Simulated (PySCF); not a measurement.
**BeGa: bond curves at several levels of theory**

The task here is to estimate one member of a computed series from the others.

Computed with PySCF 2.14.0. Level: Be 6-31G(d,p), Ga 6-31G(d,p), no relativity.

1 further run of the same task is left out (set aside as unsound or not needed).

Set-up of the first run:

The job is set up so:

```json
{
 "atoms": "Be, Ga",
 "charge": "0",
 "basis": "Be 6-31G(d,p), Ga 6-31G(d,p)",
 "Hamiltonian": "no relativity",
 "basis functions": "46",
 "electrons treated": "35",
 "masses in u": "9.0122, 68.9256",
 "levels": "PBE0, PBE, r²SCAN, MN15, M06, LDA, HF",
 "grid": "80 radial by 434 angular points",
 "occupations": "held fixed by the projection of orbital angular momentum",
 "dissociation limit": "Be + Ga, each in its ground configuration",
 "starting distance in angstrom": "2.165",
 "values of 2S to try": "1, 3"
}
```

Steps of the session up to this table: The job; First curve: PBE0; Other states along the same grid; PBE; r²SCAN; MN15 (hybrid meta-GGA); M06 (hybrid meta-GGA); LDA (local density); UHF.

One table of the session follows, with a row left open; its other results are not shown here.

Energy (eV) from each level's lowest point:

| R (Å) | UHF | LDA | PBE | r²SCAN | PBE0 |
| --- | --- | --- | --- | --- | --- |
| 2.070 | 0.595 | 0.246 | 0.316 | 0.293 | 0.320 |
| 2.166 | 0.366 | 0.092 | 0.137 | 0.121 | 0.141 |
| 2.263 | 0.220 | 0.018 | 0.041 | 0.031 | 0.043 |
| 2.335 | 0.148 | 0.000 | 0.008 | 0.003 | 0.009 |
| 2.407 | 0.100 | 0.007 | 0.000 | 0.000 | 0.000 |
| 2.479 | 0.066 | 0.031 | 0.011 | 0.016 | 0.010 |
| 2.575 | 0.038 | 0.085 | 0.048 | 0.060 | 0.043 |
| 2.696 | ? | ? | ? | ? | ? |
| 2.840 | 0.006 | 0.293 | 0.216 | 0.237 | 0.194 |
| 3.033 | 0.000 | 0.457 | 0.352 | 0.378 | 0.313 |

Estimate the missing values for R (Å) = 2.696.

Worked estimate for «UHF». A straight line through the neighbours (2.575, 0.038) and (2.840, 0.006) gives 0.038 + (0.006 − 0.038) × (2.696 − 2.575) / (2.840 − 2.575) = 0.023; a parabola fitted to 4 rows on both sides gives 0.019.

The run gave: UHF: 0.018; LDA: 0.173; PBE: 0.117; r²SCAN: 0.133; PBE0: 0.106. In «UHF» the line misses by +0.005 and the parabola by +0.001.

State 2 has its PBE0 minimum 0.12 eV higher. State 4 has its PBE0 minimum 1.06 eV higher. The other levels ran on the lowest alone.
